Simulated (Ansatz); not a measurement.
**NH2 (SMILES [NH2]) at UB2PLYP/3-21G**

Aim: the electronic atomisation energy of NH2 at UB2PLYP/3-21G, from 3 runs. 

The results are computed with Ansatz 0.2.0.

48 further runs of the same task are left out: 48 set aside as unsound or not needed.

## (1) The molecule

The species is NH2 (3 atoms), meant as a doublet with charge 0. SMILES: `[NH2]`. The shape is that of a GFN2-xTB optimisation.

Bond lengths: N1–H2 1.014 Å, N1–H3 1.014 Å. Angles: H2–N1–H3 110.0°.

## (2) The energy at UB2PLYP/3-21G

run.yaml reads:

```yaml
crystal:
  periodic: [false, false, false]
  atoms:
    - symbol: N
      position_ang: [0.307180, -0.182210, 0.151440]
    - symbol: H
      position_ang: [0.155580, 0.820260, 0.174790]
    - symbol: H
      position_ang: [-0.462760, -0.638040, -0.326220]
basis:
  gaussian: {orbitals: 3-21G.json}
magnetization: {spin_polarized: true, initial_magnetization: 1}
hamiltonian: {xc: {name: B2PLYP}}
correlation: {frozen_orbitals: {H: 0, "N": 1}}
accuracy: high
```

The basis set 3-21G is read from a file made from the Basis Set Exchange's data (not shown).

Run with:

```console
$ ansatz run run.yaml --threads 1 --pin off --max-ram 2610MiB --events-out events.jsonl --progress --plain --runs-dir runs
```

Output:

```text
Warning: RAYON_NUM_THREADS=1 ignored (pool sized by the plan → 1); use --threads N
Functional definition: B2PLYP
  name "B2PLYP"
  parameter a = 0.53
  parameter c = 0.27
  exchange = (1 - a)*b88_x + a*exact_x
  correlation = (1 - c)*lyp_c + c*(mp2_os + mp2_ss)
248 factors; integrals over basis functions are off by at most 4.8e-9 eV
mean field evaluation 1: about -1508.0710 eV, gradient 1.4e1 eV
mean field evaluation 2: about -1508.0646 eV, gradient 1.4e1 eV
mean field evaluation 4: about -1508.8481 eV, gradient 3.9e-1 eV
mean field evaluation 8: about -1508.8490 eV, gradient 7.4e-3 eV
mean field evaluation 16: about -1508.8490 eV, gradient 1.8e-7 eV
mean field -1508.84896939 eV, -55.4491768906 hartree, gradient 2.5e-8 eV, S^2 0.753046; 0 other end points of the search recorded, 0 dependent functions left out
1 core orbitals not correlated: weight in the atoms' cores, before any rotation towards them, 1.000 or more for the frozen orbitals, at most 0.000 for the correlated occupied ones
reference -1508.84898046 eV, -55.4491772973 hartree; 4, 3 occupied and 8, 9 virtual orbitals, 248 factors
second order -2.73342658 eV of doubles, -0.00000000 eV of singles
Total energy: -1509.58700564 eV, -55.4762992223 hartree
```

Run time: 0.67 s. Hardware: 1 thread of Arm Neoverse V1, shared host; peak memory 0.091 GiB.

## (3) The H atom, same level

job.yaml reads:

```yaml
crystal:
  periodic: [false, false, false]
  atoms:
    - {symbol: H, position_ang: [0.000000, 0.000000, 0.000000]}
basis:
  gaussian:
    orbitals: 3-21G.json
magnetization:
  spin_polarized: true
  initial_magnetization: 1
accuracy: high
hamiltonian:
  xc: {name: B2PLYP}
correlation:
  frozen_orbitals: {H: 0}
```

The basis set 3-21G is read from a file made from the Basis Set Exchange's data (not shown).

Run the same way, it converges to -0.49431 Eh (log not shown).

## (4) The N atom at the same level

in.yaml reads:

```yaml
crystal:
  periodic: [false, false, false]
  atoms:
    - {symbol: N, position_ang: [0.000000, 0.000000, 0.000000]}
basis:
  gaussian:
    orbitals: 3-21G.json
magnetization:
  spin_polarized: true
  initial_magnetization: 3
hamiltonian:
  xc: {name: B2PLYP}
correlation:
  frozen_orbitals: {"N": 1}
accuracy: high
```

The basis set 3-21G is read from a file made from the Basis Set Exchange's data (not shown).

Run with:

```console
$ ansatz run in.yaml --threads 1 --pin off --max-ram 2610MiB --events-out events.jsonl --progress --plain --runs-dir runs
```

Output, shortened:

```text
Warning: RAYON_NUM_THREADS=1 ignored (pool sized by the plan → 1); use --threads N
[... 6 set-up lines as earlier in the session ...]
42 factors; integrals over basis functions are off by at most 1.8e-9 eV
mean field evaluation 1: about -1475.7893 eV, gradient 3.1e0 eV
mean field evaluation 2: about -1475.7893 eV, gradient 3.1e0 eV
mean field evaluation 4: about -1475.8204 eV, gradient 1.1e-1 eV
mean field evaluation 8: about -1475.8204 eV, gradient 6.0e-5 eV
mean field -1475.82035078 eV, -54.2353975440 hartree, gradient 6.6e-8 eV, S^2 3.751031; 0 other end points of the search recorded, 0 dependent functions left out
1 core orbitals not correlated: weight in the atoms' cores, before any rotation towards them, 1.000 or more for the frozen orbitals, at most 0.000 for the correlated occupied ones
reference -1475.82035699 eV, -54.2353977723 hartree; 4, 1 occupied and 4, 7 virtual orbitals, 42 factors
second order -0.83169632 eV of doubles, -0.00000000 eV of singles
Total energy: -1476.04491499 eV, -54.2436501268 hartree
```

It took 0.26 s on 1 thread of Arm Neoverse V1, shared host.

## (5) Results

At UB2PLYP/3-21G, 1 core orbital frozen:

```
                     quantity         value
       molecule: total energy  -55.47630 Eh
               molecule: ⟨S²⟩         0.753
         H atom: total energy   -0.49431 Eh
                 H atom: ⟨S²⟩         0.750
         N atom: total energy  -54.24365 Eh
                 N atom: ⟨S²⟩         3.751
electronic atomisation energy      6.640 eV
```

Taking the molecule apart into free atoms costs 6.64 eV (153 kcal/mol), before zero-point energy and without spin-orbit coupling. The basis has no polarisation functions, which makes bonds too weak.
